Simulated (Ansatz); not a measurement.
**AlFH4O3 + H2O: a complex and its separated parts**

The complex below is one end of an elementary step. How strongly is it bound against its free parts?

Computed with Ansatz 0.2.0, Gaussian basis. Level: PBE0-D4/def2-TZVP structures, single points in def2-TZVPP, no counterpoise correction.

Levels: SPW92, PBE-D4, BLYP-D4, r2SCAN-D4, B97M-V, PBE0-D4, B3LYP-D4, r2SCAN0-D4, BHLYP-D4, CAM-B3LYP-D4, wB97X-V, wB97M-V, B2PLYP, PBE-QIDH, RPA on PBE, Hartree-Fock, MP2, CCSD, CCSD(T).

Cores are frozen in the correlated methods. B3LYP uses VWN-RPA correlation. B2PLYP carries no dispersion term here.

94 further runs of the same task are left out: 94 set aside as unsound or not needed. Runs told in other sessions of the task aren't counted.

## Step 1: The system as given

The complex: 12 atoms, charge 0, spin multiplicity 1.

Atoms are counted from 1 here; the program's logs count them from 0.

Bond lengths: Al1–O2 1.746 Å, Al1–O3 1.898 Å, Al1–O4 1.701 Å, Al1–F6 1.670 Å, O2–H9 0.957 Å, O3–H10 0.962 Å, O3–H12 1.020 Å, O4–H11 0.954 Å, H5–O8 0.960 Å, H7–O8 0.996 Å. Angles: O2–Al1–O3 96.5°, O2–Al1–O4 112.6°, O2–Al1–F6 117.1°, O3–Al1–O4 112.3°, O3–Al1–F6 97.2°, O4–Al1–F6 117.5°, Al1–O2–H9 117.6°, Al1–O3–H10 113.1°, Al1–O3–H12 110.5°, H10–O3–H12 109.6°, Al1–O4–H11 122.2°, H5–O8–H7 107.2°.

Geometry (Å):

```xyz
12
charge 0, multiplicity 1
Al   -0.4070   -0.5704    0.8454
O     1.2118   -0.6754    0.1991
O    -1.0422    0.7375   -0.3752
O    -1.2578   -2.0385    0.7212
H     1.6753    1.9063   -1.5083
F    -0.6139    0.3249    2.2398
H     1.4267    0.4243   -1.0383
O     1.1041    1.1470   -1.6427
H     1.6129   -1.5423    0.1469
H    -1.4653    1.4844    0.0585
H    -1.9628   -2.2696    1.3215
H    -0.2817    1.0717   -0.9677
```

Its parts: AlFH4O3 holds atoms 1, 2, 3, 4, 6, 9, 10, 11, 12; H2O holds atoms 5, 7, 8. Each part counts its atoms afresh in its own runs.

## Step 2: Relaxing AlFH4O3 alone

The input, relax-a/in.yaml:

```yaml
crystal:
  periodic: [false, false, false]
  atoms:
    - {symbol: Al, position_ang: [-0.406968, -0.570353, 0.845371]}
    - {symbol: O, position_ang: [1.211834, -0.675360, 0.199051]}
    - {symbol: O, position_ang: [-1.042205, 0.737451, -0.375201]}
    - {symbol: O, position_ang: [-1.257838, -2.038505, 0.721171]}
    - {symbol: F, position_ang: [-0.613923, 0.324922, 2.239802]}
    - {symbol: H, position_ang: [1.612928, -1.542344, 0.146855]}
    - {symbol: H, position_ang: [-1.465254, 1.484436, 0.058517]}
    - {symbol: H, position_ang: [-1.962832, -2.269571, 1.321485]}
    - {symbol: H, position_ang: [-0.281746, 1.071654, -0.967688]}
basis:
  gaussian: {orbitals: def2-TZVP}
hamiltonian: {xc: pbe0, dispersion: d4}
relax: {f_tol: 0.005, max_steps: 200}
```

On the command line:

```console
ansatz run in.yaml --threads 8 --pin off --events-out ev --progress --plain --max-ram 19148MiB
```

Further steps of the session: Relaxing H2O alone; SPW92/def2-TZVPP; PBE-D4/def2-TZVPP; BLYP-D4/def2-TZVPP; r2SCAN-D4/def2-TZVPP; B97M-V/def2-TZVPP; PBE0-D4/def2-TZVPP; B3LYP-D4/def2-TZVPP; r2SCAN0-D4/def2-TZVPP; BHLYP-D4/def2-TZVPP; CAM-B3LYP-D4/def2-TZVPP; wB97X-V/def2-TZVPP; wB97M-V/def2-TZVPP; B2PLYP/def2-TZVPP; PBE-QIDH/def2-TZVPP; RPA on PBE/def2-TZVPP; CCSD(T)/def2-TZVPP; Vibrations of AlFH4O3; Vibrations of H2O.

What does the calculation give? Wanted: complex less parts, CCSD(T)/def2-TZVPP; with zero-point energy; largest T1 diagnostic.

**Answer**, as computed:

| quantity | value |
| --- | --- |
| complex less parts, CCSD(T)/def2-TZVPP | -74.8 kJ/mol |
| with zero-point energy | -63.5 kJ/mol |
| largest T1 diagnostic | 0.011 |

In words: At CCSD(T) the complex lies 74.8 kJ/mol below its parts. Among the functionals B97M-V lands nearest to CCSD(T) (0.0 kJ/mol) and SPW92 farthest (-48.1 kJ/mol). Mean unsigned error by rung: LDA 48.1, GGA 10.7, meta-GGA 5.0, hybrid 6.6, range-separated hybrid 5.5, double hybrid 1.7 kJ/mol. The double hybrids carry no dispersion term here, unlike the levels marked D4 or V. PBE-D4 gives a relative energy 13.3 kJ/mol too low, outside chemical accuracy (1 kcal/mol, 4.2 kJ/mol). No counterpoise was applied, and triple zeta lacks some correlation, so the CCSD(T) reference has a basis error of its own, and close matches with it are partly luck.
